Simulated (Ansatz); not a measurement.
Task: a geometry optimisation of C2H9NOSi, SMILES C[SiH2]C(N)O, with Ansatz 0.2.0, Python API. Give the script and its output. Settings: Hartree-Fock, def2-SVP basis, multiplicity 1.

```yaml
atoms:
  - { symbol: C, position_ang: [-0.4947, 1.9667, 0.6652] }
  - { symbol: Si, position_ang: [0.2419, 0.3430, 0.8137] }
  - { symbol: C, position_ang: [-0.2528, -0.7913, -0.6482] }
  - { symbol: N, position_ang: [0.5101, -2.0758, -0.5476] }
  - { symbol: O, position_ang: [0.0856, -0.3166, -1.9446] }
  - { symbol: H, position_ang: [-1.6341, 1.9459, 0.6212] }
  - { symbol: H, position_ang: [-0.2530, 2.6569, 1.5026] }
  - { symbol: H, position_ang: [-0.1806, 2.5316, -0.2695] }
  - { symbol: H, position_ang: [-0.1818, -0.2809, 2.1290] }
  - { symbol: H, position_ang: [1.7297, 0.4794, 0.9196] }
  - { symbol: H, position_ang: [-1.3135, -0.9468, -0.5739] }
  - { symbol: H, position_ang: [0.2343, -2.5167, 0.3674] }
  - { symbol: H, position_ang: [1.3977, -1.9149, -0.5607] }
  - { symbol: H, position_ang: [0.0982, -1.1096, -2.4455] }
```

Script `opt_c2h9nosi.py`:
```python
"""Relax the C2H9NOSi molecule."""

import ansatz
from ase import Atoms
import numpy as np

atoms = Atoms(["C", "Si", "C", "N", "O", "H", "H", "H", "H", "H", "H", "H", "H", "H"], positions=[
    (-0.4947, 1.9667, 0.6652),
    (0.2419, 0.343, 0.8137),
    (-0.2528, -0.7913, -0.6482),
    (0.5101, -2.0758, -0.5476),
    (0.0856, -0.3166, -1.9446),
    (-1.6341, 1.9459, 0.6212),
    (-0.253, 2.6569, 1.5026),
    (-0.1806, 2.5316, -0.2695),
    (-0.1818, -0.2809, 2.129),
    (1.7297, 0.4794, 0.9196),
    (-1.3135, -0.9468, -0.5739),
    (0.2343, -2.5167, 0.3674),
    (1.3977, -1.9149, -0.5607),
    (0.0982, -1.1096, -2.4455),
])
mol = ansatz.Crystal.molecule_from_ase(atoms)

setup = (
    mol.calculation()
    .basis(gaussian="def2-SVP")
    .functional("hf")
)
symbols = [site.symbol for site in mol.cartesian_sites]
start = np.array([site.position_ang for site in mol.cartesian_sites], dtype=float)
report = setup.relax(force_tolerance=0.005).run(threads=1, backend="cpu").report
end = np.array(report["positions_ang"])

for key in ("converged", "free_energy_ev", "reference_energy_ev", "n_frozen", "n_occupied", "n_virtual"):
    print(f"{key:22s} {report[key]}")

print("bond        before    after (A)")
for i, j in [(0, 1), (0, 5), (0, 6), (0, 7), (1, 2), (1, 8), (1, 9), (2, 3), (2, 4), (2, 10), (3, 11), (3, 12), (4, 13)]:
    d0, d1 = (np.linalg.norm(xyz[i] - xyz[j]) for xyz in (start, end))
    print(f"{symbols[i]}{i}-{symbols[j]}{j}".ljust(10), f"{d0:8.4f} {d1:8.4f}")

charges = report["charge_distribution"]
dipole = np.array(charges["dipole_moment_e_ang"]) * 4.803205
print("dipole (D): {:.3f} {:.3f} {:.3f}, length {:.3f}".format(*dipole, np.linalg.norm(dipole)))
print("atom  Mulliken   Lowdin")
for symbol, m, l in zip(symbols, charges["mulliken_charges_e"], charges["lowdin_charges_e"]):
    print(f"{symbol:4s} {m:9.3f} {l:8.3f}")
with open("c2h9nosi_opt.xyz", "w") as handle:
    handle.write(f"{len(symbols)}\nrelaxed C2H9NOSi\n")
    handle.writelines(f"{s:2s} {x:11.6f} {y:11.6f} {z:11.6f}\n" for s, (x, y, z) in zip(symbols, end))
```

```console
$ python opt_c2h9nosi.py
converged              True
free_energy_ev         -13577.480279846113
reference_energy_ev    -13577.480279846113
n_frozen               0
n_occupied             [25, 25]
n_virtual              [94, 94]
bond        before    after (A)
C0-Si1       1.7891   1.8814
C0-H5        1.1404   1.0926
C0-H6        1.1118   1.0923
C0-H7        1.1364   1.0914
Si1-C2       1.9153   1.9151
Si1-H8       1.5162   1.4896
Si1-H9       1.4978   1.4864
C2-N3        1.4974   1.4480
C2-O4        1.4214   1.3978
C2-H10       1.0746   1.0979
N3-H11       1.0525   1.0029
N3-H12       0.9022   1.0049
O4-H13       0.9380   0.9472
dipole (D): -0.617 -1.041 0.784, length 1.442
atom  Mulliken   Lowdin
C       -0.394   -0.117
Si       0.761    0.385
C        0.108   -0.124
N       -0.368    0.075
O       -0.432    0.061
H        0.059    0.008
H        0.061    0.007
H        0.078    0.013
H       -0.160   -0.110
H       -0.155   -0.104
H        0.021   -0.031
H        0.120   -0.007
H        0.123   -0.013
H        0.179   -0.043
```

`c2h9nosi_opt.xyz`, as written:
```text
14
relaxed C2H9NOSi
C    -0.544812    2.047424    0.613403
Si    0.280059    0.370681    0.832020
C    -0.179567   -0.849197   -0.570865
N     0.502212   -2.126145   -0.536225
O     0.111054   -0.191143   -1.769321
H    -1.632833    1.957055    0.655877
H    -0.234292    2.746781    1.392841
H    -0.278042    2.469787   -0.356949
H    -0.129157   -0.252160    2.121823
H     1.760420    0.503126    0.847739
H    -1.252714   -1.074624   -0.516442
H     0.078121   -2.773813    0.101370
H     1.477411   -2.042688   -0.308555
H     0.029139   -0.814185   -2.478016
```

Reading the output:
- Total energies depend on the basis set; only differences at equal settings carry meaning.
- The end point is the stationary point reached from this start; no frequency run checks that it is a minimum, and the basis set is modest.
- The Löwdin charges here are taken after orthogonalising the functions within each atom; they differ from plain Löwdin charges, and their signs can be unphysical.
- The whole script took 38 s on 1 thread of Arm Neoverse V2, with other jobs on the host, peak memory 0.33 GiB.

(Lines on the test bed's own set-up are left out of the output.)
